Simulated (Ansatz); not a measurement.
**CH5AsO: rigid scan of one bond length**

How does the energy of CH5AsO change as one bond is stretched? The task is a rigid scan of one bond length, for CH5AsO.

All numbers are computed with Ansatz 0.2.0 through its Python package. Level of theory: PBE/def2-SVP.

## (1) The system

Bond lengths: O1–C2 1.345 Å, C2–As3 1.960 Å, O1–H4 0.929 Å, C2–H5 1.097 Å, C2–H6 1.128 Å, As3–H7 1.544 Å, As3–H8 1.621 Å. Angles: O1–C2–As3 107.7°, O1–C2–H5 110.7°, O1–C2–H6 110.3°, As3–C2–H5 110.0°, As3–C2–H6 109.3°, H5–C2–H6 108.8°, C2–O1–H4 107.7°, C2–As3–H7 93.4°, C2–As3–H8 92.2°, H7–As3–H8 92.3°.

No structure file is read: the coordinates are typed or built in the script.

## (2) Script

The input, scan_ch5aso.py:

```python
"""Stretching a bond of CH5AsO, the rest held rigid."""

import ansatz as az
from ase import Atoms
import matplotlib.pyplot as plt
import numpy as np

atoms = Atoms(["O", "C", "As", "H", "H", "H", "H", "H"], positions=[
    [-1.3681, 0.6575, -0.4441],
    [-0.1466, 0.6352, 0.1182],
    [0.9254, -0.6969, -0.8399],
    [-1.7927, -0.141, -0.2307],
    [-0.2132, 0.3689, 1.1801],
    [0.3453, 1.6459, 0.0271],
    [0.2388, -1.8885, -0.138],
    [2.1032, -0.6383, 0.2716],
])
system = az.Crystal.molecule_from_ase(atoms)

symbols = [site.symbol for site in system.cartesian_sites]
start = np.array([site.position_ang for site in system.cartesian_sites])
axis = (start[0] - start[1]) / np.linalg.norm(start[0] - start[1])
moving = [0, 3]
lengths, energies = [1.184, 1.237, 1.291, 1.345, 1.399, 1.452, 1.506, 1.587], []
for length in lengths:
    xyz = start.copy()
    xyz[moving] += (length - np.linalg.norm(start[0] - start[1])) * axis
    point = az.Crystal.molecule()
    for symbol, place in zip(symbols, xyz):
        point = point.atom(symbol, place.tolist())
    model = (
        point.calculation()
        .basis(gaussian="def2-SVP")  # the orbital basis, by name
        .functional("pbe")
    )
    rep = model.run().report
    energies.append(rep["free_energy_ev"])
    print(f"r = {length:6.3f} A  E = {energies[-1]:.5f} eV  <S^2> = {abs(rep['mean_field']['state']['spin_squared']):.3f}")

# quartic fit about the minimum
fit = np.polynomial.Polynomial.fit(lengths, np.array(energies) - min(energies), 4).convert()
roots = [r.real for r in fit.deriv().roots() if abs(r.imag) < 1e-9 and fit.deriv(2)(r.real) > 0]
r_e = min(roots, key=lambda r: abs(r - lengths[int(np.argmin(energies))]))
print(f"minimum of the fit at {r_e:.4f} A, force constant {fit.deriv(2)(r_e):.2f} eV/A^2")
plt.figure(figsize=(4.5, 3))
plt.plot(lengths, np.array(energies) - min(energies), "o-")
plt.xlabel("bond length (A)")
plt.ylabel("E - E(min) (eV)")
plt.tight_layout()
plt.savefig("scan.png", dpi=100)
```

## (3) The calls as engine input

The engine receives this input (first run):

```yaml
crystal:
  periodic: [false, false, false]
  atoms:
    - { symbol: O, position_ang: [-1.2219677365573731, 0.6548321739870892, -0.37683010910045917] }
    - { symbol: C, position_ang: [-0.1466, 0.6352, 0.1182] }
    - { symbol: As, position_ang: [0.9254, -0.6969, -0.8399] }
    - { symbol: H, position_ang: [-1.646567736557373, -0.1436678260129108, -0.16343010910045916] }
    - { symbol: H, position_ang: [-0.2132, 0.3689, 1.1801] }
    - { symbol: H, position_ang: [0.3453, 1.6459, 0.0271] }
    - { symbol: H, position_ang: [0.2388, -1.8885, -0.138] }
    - { symbol: H, position_ang: [2.1032, -0.6383, 0.2716] }
basis:
  gaussian:
    orbitals: def2-SVP
hamiltonian:
  xc: pbe
```

## (4) Running it

Command:

```
python scan_ch5aso.py
```

**Question.** What results will this script give? Wanted: range of energy; lowest point, distance.

As calculated:

```
                        quantity     value
bond length at the fit's minimum  1.4188 Å
                   runs compared         8
                 range of energy  1.509 eV
      lowest point, distance (Å)      1.40
```

In words: The lowest point, at 1.40, lies inside the range. The ends stand 1.51 and 0.333 eV above it. The distance scanned is the script's pair 1, 0. The rest of the molecule is held rigid at a force-field or estimated start geometry, and the basis set is modest; single-reference methods fail as a bond breaks. The orbitals are restricted, so S² is zero by construction. Toward dissociation an unrestricted state lies under the restricted one, by 1 to 2 eV or more.
